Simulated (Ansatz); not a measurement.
The system is WAu.

```
W Au
1.0
     0.00000    2.74798    2.74798
     2.74798    0.00000    2.74798
     2.74798    2.74798    0.00000
W Au
1 1
Direct
  0.00000 0.00000 0.00000
  0.75000 0.75000 0.75000
```

The cell was built by a generator and needn't be a form met in nature.

```yaml
Program: Ansatz 0.2.0
Task: relaxation of cell and atoms
Functional: RPBE
Dispersion: D3(BJ)
Potentials_or_basis: Ansatz PAW
Cutoff: "420 eV (not typed: the program's choice for these potentials)"
k_mesh: 8 × 8 × 8
Occupations: fermi-dirac, width 0.05 eV
Spin: no spin polarisation
```

At the start: volume 20.75 Å³/atom.

Q: How do energy, volume and symmetry change on relaxing?

A: It ends after 5 steps and the volume is 21.35 Å³/atom (+2.9 %); space group F-43m (No. 216, to 0.05 Å).

The path:
```tsv
step	energy change (eV)	largest force (eV/Å)	volume (Å³)
1	0.0000	0.0000	41.50
2	-0.0102	0.0000	43.54
3	-0.0192	0.0000	42.75
4	-0.0192	0.0000	42.71
5	-0.0197	0.0000	42.71
```

Final structure:
```yaml
crystal:
  lattice:
    - [0.00000, 2.77431, 2.77431]
    - [2.77431, 0.00000, 2.77431]
    - [2.77431, 2.77431, 0.00000]
  atoms:
    - { symbol: W, position: [0.00000, 0.00000, 0.00000] }
    - { symbol: Au, position: [0.75000, 0.75000, 0.75000] }
```

Caveat: the plane-wave basis is chosen anew once the cell has moved, so the energies of steps on either side of that aren't comparable; pairwise dispersion overbinds metals, which lowers pressure and volume; the PAW data sets come from PBE, with cores solved anew for the run's functional, which leaves a small shift of forces and pressure.
